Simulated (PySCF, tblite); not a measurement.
# C₁₀H₁₀O: vibronic structure

Wanted: vibronic structure for C₁₀H₁₀O (`C=C1C=CC(C=O)=CC=C1C`).

Programs: tblite 0.8.0 and PySCF 2.14.0, with routines of our own; each step states its level. All values are computed. Atoms count from 0.

### 1 The starting structure

21 atoms, charge 0, multiplicity 1; geometry from: force field or distance geometry start.

### 2 Optimising the geometry with GFN2-xTB

The job: settings as JSON, then the geometry in Å.

```
{"job": {"kind": "relax", "xc": "GFN2-xTB", "basis": "xTB"}, "charge": 0, "multiplicity": 1}
C     -1.835800     1.801900     0.243400
C     -0.889200     0.963500    -0.130000
C      0.361000     1.542300    -0.681700
C      1.560100     1.002400    -0.660300
C      1.971900    -0.281700    -0.067000
C      3.390500    -0.537900     0.121100
O      3.783200    -1.629900     0.618200
C      1.216400    -1.303100     0.328600
C     -0.250600    -1.400000     0.274700
C     -1.184200    -0.466300     0.092400
C     -2.612700    -0.860700     0.084500
H     -2.778500     1.440600     0.666500
H     -1.757600     2.880600     0.153600
H      0.235200     2.503700    -1.161500
H      2.344800     1.580200    -1.115100
H      4.170200     0.170000    -0.122500
H      1.712300    -2.170800     0.733300
H     -0.605100    -2.418000     0.416100
H     -3.092800    -0.227200    -0.692900
H     -2.742800    -1.917200    -0.201800
H     -3.005400    -0.655300     1.099800
```

On the command line:

```
OMP_NUM_THREADS=1 python excited_run.py task.json out
```

The driver reads the jobs from task.json and runs them one after another.

What it wrote:

```text
step      E/eV     max force
  0    -828.86664    3.781
  1    -829.06473    3.765
  2    -829.19999    0.864
  3    -829.24082    0.528
  4    -829.28435    0.461
  5    -829.30421    0.271
  6    -829.31454    0.279
  7    -829.33147    0.302
  8    -829.34595    0.351
  9    -829.35538    0.194
 10    -829.36258    0.201
 11    -829.36973    0.205
 12    -829.37770    0.211
 13    -829.38437    0.187
 14    -829.38828    0.144
 15    -829.39034    0.125
 16    -829.39174    0.105
 17    -829.39295    0.082
 18    -829.39386    0.072
 19    -829.39446    0.056
 20    -829.39488    0.042
 21    -829.39524    0.034
 22    -829.39553    0.044
 23    -829.39575    0.048
 24    -829.39591    0.033
 25    -829.39606    0.027
 26    -829.39619    0.035
 27    -829.39632    0.032
 28    -829.39644    0.032
 29    -829.39655    0.027
 30    -829.39666    0.024
 31    -829.39677    0.039
 32    -829.39690    0.043
 33    -829.39706    0.035
 34    -829.39723    0.032
 35    -829.39740    0.032
 36    -829.39753    0.026
 37    -829.39764    0.030
 38    -829.39776    0.028
 39    -829.39791    0.031
 40    -829.39806    0.028
 41    -829.39821    0.036
 42    -829.39840    0.040
 43    -829.39867    0.053
 44    -829.39906    0.064
 45    -829.39948    0.055
 46    -829.39976    0.035
 47    -829.39991    0.025
 48    -829.40003    0.032
 49    -829.40018    0.029
 50    -829.40033    0.029
 51    -829.40049    0.030
 52    -829.40065    0.029
 53    -829.40082    0.028
 54    -829.40097    0.023
 55    -829.40107    0.021
 56    -829.40116    0.021
 57    -829.40125    0.026
 58    -829.40135    0.024
 59    -829.40143    0.020
 60    -829.40149    0.017
 61    -829.40153    0.016
 62    -829.40158    0.017
 63    -829.40164    0.019
 64    -829.40171    0.016
 65    -829.40176    0.016
 66    -829.40181    0.017
 67    -829.40185    0.015
 68    -829.40191    0.018
 69    -829.40196    0.021
 70    -829.40203    0.019
 71    -829.40211    0.026
 72    -829.40221    0.029
 73    -829.40233    0.027
 74    -829.40248    0.029
 75    -829.40264    0.034
 76    -829.40280    0.030
 77    -829.40295    0.026
 78    -829.40307    0.021
 79    -829.40315    0.021
 80    -829.40322    0.016
 81    -829.40329    0.020
 82    -829.40334    0.018
 83    -829.40339    0.017
 84    -829.40343    0.015
 85    -829.40347    0.013
 86    -829.40351    0.013
 87    -829.40355    0.012
 88    -829.40359    0.011
 89    -829.40363    0.013
 90    -829.40367    0.012
 91    -829.40370    0.009
```

Wall time 0.47 s (1 thread of AMD EPYC 9R45, shared host).

The steps of the relaxation: (not every step is listed)

| step | energy from step 0 (eV) | largest force (eV/Å) |
| --- | --- | --- |
| 0 | 0.0000 | 3.7807 |
| 1 | -0.1981 | 3.7653 |
| 2 | -0.3333 | 0.8639 |
| 3 | -0.3742 | 0.5275 |
| 4 | -0.4177 | 0.4612 |
| 5 | -0.4376 | 0.2711 |
| 6 | -0.4479 | 0.2786 |
| 7 | -0.4648 | 0.3020 |
| 8 | -0.4793 | 0.3512 |
| 15 | -0.5237 | 0.1245 |
| 22 | -0.5289 | 0.0439 |
| 29 | -0.5299 | 0.0268 |
| 36 | -0.5309 | 0.0263 |
| 43 | -0.5320 | 0.0531 |
| 50 | -0.5337 | 0.0291 |
| 57 | -0.5346 | 0.0259 |
| 64 | -0.5351 | 0.0164 |
| 71 | -0.5355 | 0.0262 |
| 78 | -0.5364 | 0.0208 |
| 85 | -0.5368 | 0.0126 |
| 86 | -0.5369 | 0.0130 |
| 87 | -0.5369 | 0.0117 |
| 88 | -0.5370 | 0.0114 |
| 89 | -0.5370 | 0.0127 |
| 90 | -0.5370 | 0.0121 |
| 91 | -0.5371 | 0.0088 |

Distances of close pairs at the start and the end, largest changes first:

| bond | before (Å) | after (Å) | change (Å) |
| --- | --- | --- | --- |
| C5–O6 | 1.262 | 1.208 | -0.055 |
| C7–C8 | 1.471 | 1.420 | -0.051 |
| C4–C7 | 1.331 | 1.363 | +0.032 |
| C3–C4 | 1.473 | 1.441 | -0.032 |
| C5–H15 | 1.081 | 1.109 | +0.028 |
| C10–H18 | 1.112 | 1.088 | -0.024 |
| C2–C3 | 1.315 | 1.339 | +0.024 |
| C1–C2 | 1.484 | 1.461 | -0.023 |

The next job starts from the end point, and lists it.

### 3 Harmonic vibrations with GFN2-xTB

The job: settings as JSON, then the geometry in Å.

```
{"job": {"kind": "ir", "xc": "GFN2-xTB", "basis": "xTB"}, "charge": 0, "multiplicity": 1}
C     -1.768908     1.883892     0.429002
C     -0.895275     0.972860    -0.015326
C      0.305602     1.414084    -0.720909
C      1.530605     0.873551    -0.715015
C      1.970066    -0.310037    -0.019802
C      3.414663    -0.481481     0.164245
O      3.945738    -1.409300     0.726497
C      1.160529    -1.316002     0.415907
C     -0.247818    -1.432810     0.274350
C     -1.170115    -0.465949     0.063779
C     -2.610677    -0.860280    -0.061681
H     -2.673656     1.618351     0.944223
H     -1.569140     2.936886     0.327670
H      0.164916     2.329134    -1.283967
H      2.309636     1.393820    -1.260465
H      4.024079     0.340660    -0.262339
H      1.669087    -2.166752     0.855920
H     -0.626035    -2.441980     0.393341
H     -3.105057    -0.256689    -0.819957
H     -2.708920    -1.912170    -0.318977
H     -3.128240    -0.692845     0.883032
```

What it wrote:

```text
mode    cm-1     km/mol
  1      44.9      2.61
  2      88.4      0.55
  3     133.0     10.42
  4     155.0      0.64
  5     191.5      3.59
  6     251.5      1.94
  7     291.0      3.76
  8     313.9      2.56
  9     323.5      0.41
 10     353.1      0.67
 11     365.4      1.19
 12     462.9      3.48
 13     530.9      3.28
 14     559.5      6.12
 15     595.7     10.72
 16     690.3      2.98
 17     708.6      6.54
 18     734.2      0.55
 19     765.8     32.23
 20     800.3     23.09
 21     836.4     14.07
 22     863.0     13.05
 23     898.0      8.12
 24     915.2      1.22
 25     921.8      0.62
 26     929.2      2.31
 27     948.9      1.03
 28    1007.2      2.52
 29    1012.4     15.60
 30    1119.1     32.39
 31    1166.9     88.09
 32    1194.4     54.81
 33    1239.5      0.63
 34    1280.5      0.18
 35    1316.1     11.21
 36    1361.6      2.90
 37    1391.5      8.20
 38    1394.5     32.24
 39    1411.9     18.31
 40    1421.8     15.05
 41    1470.9      7.54
 42    1478.0     18.82
 43    1549.6    266.16
 44    1617.5     10.72
 45    1623.4     29.23
 46    1657.9     83.79
 47    1728.4    446.66
 48    2749.7    149.65
 49    2997.3     14.58
 50    3032.7      7.15
 51    3033.3     13.65
 52    3035.6      4.24
 53    3041.2     29.22
 54    3047.4     60.05
 55    3047.7     10.55
 56    3116.0     17.57
 57    3148.4     25.02
```

Wall time 0.62 s (1 thread of AMD EPYC 9R45, shared host).

The strongest bands and the atoms that carry them (share of the mass-weighted mode):

| cm⁻¹ | km/mol | atoms |
| --- | --- | --- |
| 1119 | 32.4 | C9 20 %, H19 12 %, C10 11 % |
| 1167 | 88.1 | C4 42 %, H14 15 %, H16 14 % |
| 1194 | 54.8 | C9 21 %, C8 14 %, C7 13 %, H16 13 % |
| 1550 | 266.2 | C7 34 %, C4 28 %, C8 16 %, C9 10 % |
| 1658 | 83.8 | C2 28 %, C1 24 %, C3 21 %, C0 12 % |
| 1728 | 446.7 | C5 57 %, O6 35 % |
| 2750 | 149.7 | H15 94 % |
| 3047 | 60.0 | H16 42 %, H13 24 %, H17 12 %, H14 12 % |

### 4 Vibronic structure: TDA PBE0/def2-SV(P)

Settings changed since step 3:

```diff
@@ -1,2 +1,2 @@
-{"job": {"kind": "ir", "xc": "GFN2-xTB", "basis": "xTB"}, "charge": 0, "multiplicity": 1}
+{"job": {"kind": "vib", "xc": "PBE0", "basis": "def2-SV(P)", "tda": true}, "charge": 0, "multiplicity": 1}
 C     -1.768908     1.883892     0.429002
```

Method: TDA PBE0/def2-SV(P) vertical-gradient vibronic structure (displaced harmonic oscillators, Condon), gas phase.

What it wrote:

```text
final grid: 81704 points
cycle   1  E = -461.1910202802  dE =  1.892e+00  |g| = 8.032e-01  |ddm| = 5.361e+00
cycle   2  E = -460.7552270370  dE =  4.358e-01  |g| = 1.655e+00  |ddm| = 3.757e+00
cycle   3  E = -461.3275114504  dE = -5.723e-01  |g| = 1.797e-01  |ddm| = 2.986e+00
cycle   4  E = -461.3351082523  dE = -7.597e-03  |g| = 6.742e-02  |ddm| = 3.429e-01
cycle   5  E = -461.3360560532  dE = -9.478e-04  |g| = 2.947e-02  |ddm| = 1.125e-01
cycle   6  E = -461.3362828839  dE = -2.268e-04  |g| = 7.930e-03  |ddm| = 4.470e-02
cycle   7  E = -461.3363001202  dE = -1.724e-05  |g| = 2.510e-03  |ddm| = 1.310e-02
cycle   8  E = -461.3363016601  dE = -1.540e-06  |g| = 7.045e-04  |ddm| = 4.537e-03
cycle   9  E = -461.3363017524  dE = -9.238e-08  |g| = 4.038e-04  |ddm| = 1.589e-03
cycle  10  E = -461.3363017946  dE = -4.215e-08  |g| = 6.526e-05  |ddm| = 5.771e-04
cycle  11  E = -461.3363017954  dE = -8.173e-10  |g| = 4.548e-05  |ddm| = 1.575e-04
cycle  12  E = -461.3363017959  dE = -5.258e-10  |g| = 1.264e-05  |ddm| = 6.054e-05
converged SCF energy = -461.3363017959

Singlet excitations (eV, f): 2.998 (0.0847)  3.389 (0.0007)  4.559 (0.0852)  5.381 (0.0881)  5.426 (0.0327)  5.487 (0.5082)

State S1  2.9977 eV  f = 0.08474  H->L 0.92
  relaxed dipole 7.249 D, largest gradient of the excitation energy 0.0587 Eh/bohr
  mode    cm-1        S   lambda/meV  Raman
   43   1549.6    0.7921     152.2   1.000
   46   1657.9    0.6026     123.9   0.871
    7    291.0    3.0606     110.4   0.136
    2     88.4    8.6490      94.8   0.036
    3    133.0    5.3478      88.2   0.050
   15    595.7    0.4927      36.4   0.092
   44   1617.5    0.0686      13.8   0.094
   18    734.2    0.1495      13.6   0.042
   23    898.0    0.0930      10.4   0.039
    9    323.5    0.2311       9.3   0.013
   17    708.6    0.1042       9.2   0.027
   28   1007.2    0.0695       8.7   0.037
  reorganisation energy 0.7458 eV, total S 20.642, 0-0 2.2520 eV

State S4  5.3808 eV  f = 0.08806  H-1->L+1 0.70
  relaxed dipole 2.709 D, largest gradient of the excitation energy 0.0509 Eh/bohr
  mode    cm-1        S   lambda/meV  Raman
   46   1657.9    0.2928      60.2   1.000
   35   1316.1    0.1256      20.5   0.270
    6    251.5    0.6109      19.0   0.048
   43   1549.6    0.0829      15.9   0.247
   47   1728.4    0.0731      15.7   0.271
   19    765.8    0.1431      13.6   0.104
   20    800.3    0.1249      12.4   0.099
   16    690.3    0.1389      11.9   0.082
   25    921.8    0.0771       8.8   0.081
    2     88.4    0.7421       8.1   0.007
   44   1617.5    0.0378       7.6   0.123
    8    313.9    0.1423       5.5   0.017
  reorganisation energy 0.2518 eV, total S 3.536, 0-0 5.1290 eV
  absorption maximum 5.353 eV, width 0.440 eV

State S6  5.4871 eV  f = 0.50818  H-2->L 0.31, H-1->L+1 0.13, H-1->L+2 0.10
  relaxed dipole 3.672 D, largest gradient of the excitation energy 0.0264 Eh/bohr
  mode    cm-1        S   lambda/meV  Raman
   43   1549.6    0.1759      33.8   1.000
    3    133.0    1.9429      32.0   0.081
    2     88.4    1.6217      17.8   0.030
   11    365.4    0.3160      14.3   0.100
    6    251.5    0.4576      14.3   0.068
   47   1728.4    0.0613      13.1   0.434
    8    313.9    0.3010      11.7   0.070
   46   1657.9    0.0562      11.6   0.366
    9    323.5    0.2264       9.1   0.056
   24    915.2    0.0797       9.0   0.158
   29   1012.4    0.0429       5.4   0.104
   20    800.3    0.0533       5.3   0.081
  reorganisation energy 0.2181 eV, total S 5.828, 0-0 5.2690 eV
  absorption maximum 5.399 eV, width 0.326 eV

State T1  1.8398 eV  f = 0.00000  H->L 0.94
  relaxed dipole 5.412 D, largest gradient of the excitation energy 0.0762 Eh/bohr
  mode    cm-1        S   lambda/meV  Raman
   43   1549.6    1.5985     307.1   1.000
    7    291.0    2.3733      85.6   0.052
    2     88.4    6.0389      66.2   0.012
    3    133.0    1.9617      32.4   0.009
   46   1657.9    0.1313      27.0   0.094
   15    595.7    0.2595      19.2   0.024
   24    915.2    0.1563      17.7   0.034
    9    323.5    0.4248      17.0   0.012
    8    313.9    0.3524      13.7   0.009
   23    898.0    0.1047      11.7   0.022
   17    708.6    0.0855       7.5   0.011
    6    251.5    0.2094       6.5   0.003
  reorganisation energy 0.6691 eV, total S 14.507, 0-0 1.1708 eV
```

It took 34 s on 1 thread of AMD EPYC 9R45, shared host; peak memory 1 GiB.

Orbitals, density, ELF and potential are computed afterwards from the orbital file.

Frontier orbitals at PBE0/def2-SV(P), with the share of their density that lies nearest to each atom:

| orbital | energy (eV) | lies on |
| --- | --- | --- |
| HOMO | -6.04 | C0 21 %; C2, C4, C9 about 11 % each; 4 C atoms about 7 % each |
| LUMO | -2.35 | C7, C9 about 19 % each; C4, C5 about 11 % each; O6 10 % |

ELF in a plane through or near 8 of the atoms.

Ten even steps from '0' (0.00) to '9' (1.00):
```
0000000000000000000000000000
0000000000000000000000000000
0000000000000000000000000000
0000000000000000044000000000
0000000000001320388300000000
0000000012223640388310000000
0000463015567552466530000000
0003999104568595797641000000
0003999506865484275420000000
0000488574660048840000000000
0000241393271035364431000000
0015778435837677286786100000
0015877304378528565897200000
0002577209976567014552000000
0000123019970699102210000000
0000000007710699300100000000
0000000000000176000000000000
0000000000000000000000000000
0000000000000000000000000000
0000000000000000000000000000
```
The map spans 13.3 Å across and 10.5 Å up, centred on the molecule. Atoms in the plane (x, y in Å): C1 (1.0, 0.9), C4 (-2.0, -0.1), C5 (-3.4, -0.2), C7 (-1.3, -1.3), C8 (0.1, -1.5), C9 (1.1, -0.6), H15 (-4.0, 0.8), H17 (0.4, -2.5).

On the surface of density 0.002 e/bohr³ the electrostatic potential runs, from the 1st to the 99th percentile, from -1.68 V near O6 to 0.93 V near H17.

### 5 Vibronic structure: TDA B97-2/3-21G

Settings changed since step 4:

```diff
@@ -1,2 +1,2 @@
-{"job": {"kind": "vib", "xc": "PBE0", "basis": "def2-SV(P)", "tda": true}, "charge": 0, "multiplicity": 1}
+{"job": {"kind": "vib", "xc": "B97-2", "basis": "3-21G", "tda": true}, "charge": 0, "multiplicity": 1}
 C     -1.768908     1.883892     0.429002
```

Method: TDA B97-2/3-21G vertical-gradient vibronic structure (displaced harmonic oscillators, Condon), gas phase.

What it wrote:

```text
final grid: 81704 points
cycle   1  E = -459.3888197760  dE =  1.746e+00  |g| = 7.934e-01  |ddm| = 5.056e+00
cycle   2  E = -458.8832073630  dE =  5.056e-01  |g| = 1.736e+00  |ddm| = 3.395e+00
cycle   3  E = -459.5209570585  dE = -6.377e-01  |g| = 1.548e-01  |ddm| = 2.679e+00
cycle   4  E = -459.5264364680  dE = -5.479e-03  |g| = 6.784e-02  |ddm| = 3.023e-01
cycle   5  E = -459.5273298710  dE = -8.934e-04  |g| = 3.138e-02  |ddm| = 1.105e-01
cycle   6  E = -459.5276023878  dE = -2.725e-04  |g| = 7.018e-03  |ddm| = 4.371e-02
cycle   7  E = -459.5276145265  dE = -1.214e-05  |g| = 2.214e-03  |ddm| = 9.631e-03
cycle   8  E = -459.5276157201  dE = -1.194e-06  |g| = 5.599e-04  |ddm| = 3.828e-03
cycle   9  E = -459.5276157910  dE = -7.092e-08  |g| = 2.220e-04  |ddm| = 9.746e-04
cycle  10  E = -459.5276158041  dE = -1.303e-08  |g| = 4.242e-05  |ddm| = 3.261e-04
cycle  11  E = -459.5276158045  dE = -4.378e-10  |g| = 2.287e-05  |ddm| = 8.775e-05
converged SCF energy = -459.5276158045

Singlet excitations (eV, f): 3.052 (0.0848)  3.375 (0.0010)  4.666 (0.0789)  5.308 (0.0052)  5.433 (0.0222)  5.601 (0.5589)

State S1  3.0518 eV  f = 0.08482  H->L 0.91
  relaxed dipole 7.198 D, largest gradient of the excitation energy 0.0594 Eh/bohr
  mode    cm-1        S   lambda/meV  Raman
   43   1549.6    0.7504     144.2   1.000
   46   1657.9    0.6318     129.9   0.964
    7    291.0    2.8517     102.9   0.134
    3    133.0    5.5497      91.5   0.055
    2     88.4    8.3268      91.2   0.036
   15    595.7    0.4811      35.5   0.095
   44   1617.5    0.0788      15.8   0.114
   18    734.2    0.1523      13.9   0.046
   23    898.0    0.0968      10.8   0.043
   28   1007.2    0.0761       9.5   0.043
    9    323.5    0.2020       8.1   0.012
   17    708.6    0.0913       8.0   0.025
  reorganisation energy 0.7356 eV, total S 20.175, 0-0 2.3162 eV

State S3  4.6663 eV  f = 0.07892  H->L+1 0.55, H-2->L 0.31
  relaxed dipole 3.558 D, largest gradient of the excitation energy 0.0551 Eh/bohr
  mode    cm-1        S   lambda/meV  Raman
   46   1657.9    0.3287      67.6   1.000
   43   1549.6    0.2900      55.7   0.771
    6    251.5    0.1912       6.0   0.013
   18    734.2    0.0647       5.9   0.039
   45   1623.4    0.0278       5.6   0.081
   24    915.2    0.0455       5.2   0.042
   20    800.3    0.0489       4.8   0.035
    4    155.0    0.2321       4.5   0.006
   47   1728.4    0.0208       4.5   0.069
   42   1478.0    0.0169       3.1   0.041
   34   1280.5    0.0180       2.9   0.033
    8    313.9    0.0617       2.4   0.007
  reorganisation energy 0.1868 eV, total S 1.676, 0-0 4.4794 eV
  absorption maximum 4.489 eV, width 0.264 eV

State S6  5.6010 eV  f = 0.55895  H-2->L 0.42, H-3->L 0.22, H->L+1 0.09
  relaxed dipole 4.805 D, largest gradient of the excitation energy 0.0362 Eh/bohr
  mode    cm-1        S   lambda/meV  Raman
   43   1549.6    0.3116      59.9   1.000
    8    313.9    1.1553      45.0   0.152
    3    133.0    2.1114      34.8   0.050
   45   1623.4    0.1684      33.9   0.593
   24    915.2    0.1413      16.0   0.158
   11    365.4    0.2518      11.4   0.045
    9    323.5    0.2142       8.6   0.030
   30   1119.1    0.0606       8.4   0.101
   47   1728.4    0.0337       7.2   0.135
   18    734.2    0.0667       6.1   0.048
    2     88.4    0.5418       5.9   0.006
   42   1478.0    0.0284       5.2   0.083
  reorganisation energy 0.2938 eV, total S 5.732, 0-0 5.3072 eV
  absorption maximum 5.545 eV, width 0.444 eV

State T1  1.9511 eV  f = 0.00000  H->L 0.95
  relaxed dipole 5.490 D, largest gradient of the excitation energy 0.0757 Eh/bohr
  mode    cm-1        S   lambda/meV  Raman
   43   1549.6    1.5939     306.2   1.000
    7    291.0    2.2128      79.8   0.049
    2     88.4    6.5977      72.3   0.013
    3    133.0    2.1372      35.3   0.010
   46   1657.9    0.1535      31.5   0.110
   15    595.7    0.2732      20.2   0.025
   24    915.2    0.1562      17.7   0.034
    9    323.5    0.4008      16.1   0.011
   23    898.0    0.1203      13.4   0.025
    8    313.9    0.3228      12.6   0.008
   17    708.6    0.0963       8.5   0.013
    6    251.5    0.1990       6.2   0.003
  reorganisation energy 0.6787 eV, total S 15.054, 0-0 1.2725 eV
```

It took 15 s on 1 thread of AMD EPYC 9R45, shared host; peak memory 0.9 GiB.

### 6 Summary of results

| quantity | value |
| --- | --- |
| strongest single infrared mode (GFN2-xTB) | 1728 cm⁻¹, 447 km/mol |
| zero-point energy (GFN2-xTB) | 103.5 kcal/mol |
| S1: vertical, reorganisation, 0-0, total S (step 4, TDA PBE0/def2-SV(P), modes from GFN2-xTB) | 3.00, 0.75, 2.25 eV; 20.6 |
| S4: vertical, reorganisation, 0-0, total S (step 4, TDA PBE0/def2-SV(P), modes from GFN2-xTB) | 5.38, 0.25, 5.13 eV; 3.5 |
| S6: vertical, reorganisation, 0-0, total S (step 4, TDA PBE0/def2-SV(P), modes from GFN2-xTB) | 5.49, 0.22, 5.27 eV; 5.8 |
| surface potential, 1st and 99th percentile | -1.68 V and 0.93 V |
| S1: vertical, reorganisation, 0-0, total S (step 5, TDA B97-2/3-21G, modes from GFN2-xTB) | 3.05, 0.74, 2.32 eV; 20.2 |
| S3: vertical, reorganisation, 0-0, total S (step 5, TDA B97-2/3-21G, modes from GFN2-xTB) | 4.67, 0.19, 4.48 eV; 1.7 |
| S6: vertical, reorganisation, 0-0, total S (step 5, TDA B97-2/3-21G, modes from GFN2-xTB) | 5.60, 0.29, 5.31 eV; 5.7 |

**Reading.** No mode is imaginary among the 57: a minimum at this level. The strongest single mode, at 1728 cm⁻¹, moves mainly C5 and O6. Unscaled tight-binding wavenumbers are off by several per cent, some by more. Its intensities can rank the bands wrongly. Some states lie very close; unless symmetry makes them partners, their order is unsure. In steps 4, 5 the harmonic model is doubtful. Where the total S runs above about 15, the geometry moves far on excitation and the harmonic model is stretched, so its 0-0 value is in doubt. The vibronic model keeps the ground-state modes (from xTB) and shifts them along the gradient alone, so it can miss much of the relaxation that a full optimisation finds. By nearest atom (PBE0/def2-SV(P)), the HOMO sits on C0 21 %; C2, C4, C9 about 11 % each and the LUMO on C7, C9 about 19 % each; C4, C5 about 11 % each.
